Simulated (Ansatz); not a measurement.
# CHGa₂ (quartet): from Hartree-Fock to the top rungs at a displaced geometry (v2), cc-pVDZ

One table from this session's results is given with a row withheld; the runs are named, their logs left out.

Computed with Ansatz 0.2.0, Gaussian basis. Level: cc-pVDZ, core rule «outside noble gas», up to 29 orbitals frozen.

To be run: UHF; CCSD(T) on ROHF; CCSD(T) on UHF; BCCD(T) on ROHF; CISD as a restricted active space (open shells left free, so some higher excitations enter); CCSDT(Q) on ROHF; CCSDT(Q) on UHF.

33 further runs of the same task are left out: 2 for a known fault of the program, 20 that didn't finish, 11 set aside as unsound or not needed. Runs told in other sessions of the task aren't counted.

## The geometry

The geometry is a PBE0/def2-TZVP stationary point (not a proven minimum) with its atoms shifted at random (size 0.100 Å). No spin-orbit coupling is included. The filled d shell of Ga may be among the frozen orbitals whatever the setting's name suggests.

4 atoms, charge 0, spin multiplicity 4.

Atoms are counted from 1 here; the program's logs count them from 0.

Bond lengths: C1–Ga2 1.965 Å, Ga2–Ga3 2.662 Å, Ga2–H4 1.920 Å, Ga3–H4 1.805 Å. Angles: C1–Ga2–Ga3 152.4°, C1–Ga2–H4 109.9°, Ga3–Ga2–H4 42.7°, Ga2–Ga3–H4 46.1°, Ga2–H4–Ga3 91.2°.

Set-up of the first run:

Contents of in.yaml:

```yaml
crystal:
  periodic: [false, false, false]
  atoms:
    - {symbol: C, position_ang: [0.115791, 0.570194, 2.891854]}
    - {symbol: Ga, position_ang: [-0.049083, -0.168042, 1.078533]}
    - {symbol: Ga, position_ang: [0.027537, 0.051902, -1.573554]}
    - {symbol: H, position_ang: [0.110646, 1.239301, -0.217161]}
basis:
  gaussian: {orbitals: cc-pVDZ}
magnetization: {spin_polarized: true, initial_magnetization: 3}
hamiltonian: {xc: hf}
output: {orbitals: {seedname: orbitals}}
```

Command:

```bash
$ ansatz run in.yaml --threads 1 --pin off --events-out ev --progress --plain --max-ram 2393MiB
```

Steps of the session up to this table: UHF; CCSD(T) on ROHF; CCSD(T) on UHF; BCCD(T) on ROHF; CISD as a restricted active space (open shells left free, so some higher excitations enter); CCSDT(Q) on ROHF; CCSDT(Q) on UHF.

One table of the session follows, with a row left open; its other results are not shown here.

```
   method  from RCCSDT(Q) (kcal/mol)
     ROHF                    +142.15
      UHF                    +139.86
     RMP2                     +37.09
     UMP2                     +36.58
    RCCSD                      +7.15
    UCCSD                      +6.95
 RCCSD(T)                      +1.97
 UCCSD(T)                      +1.87
  BCCD(T)                      +1.82
   RCCSDT                          ?
   UCCSDT                      +0.34
RCCSDT(Q)                          0
UCCSDT(Q)                      -0.10
```

Estimate the missing values for RCCSDT.

As computed: from RCCSDT(Q) (kcal/mol): +0.43. In the column «from RCCSDT(Q) (kcal/mol)» it lies between UCCSDT (+0.34) and BCCD(T) (+1.82).

Not comparable, so not listed: CISD as a restricted active space (open shells left free, so some higher excitations enter) (they don't share determinant, frozen orbitals or solution with the rows shown, or repeat one).

To keep in mind: Restricted and unrestricted rows rest on different reference determinants; a gap between their highest levels can come from leftover correlation error, from unlike frozen cores or from another state.
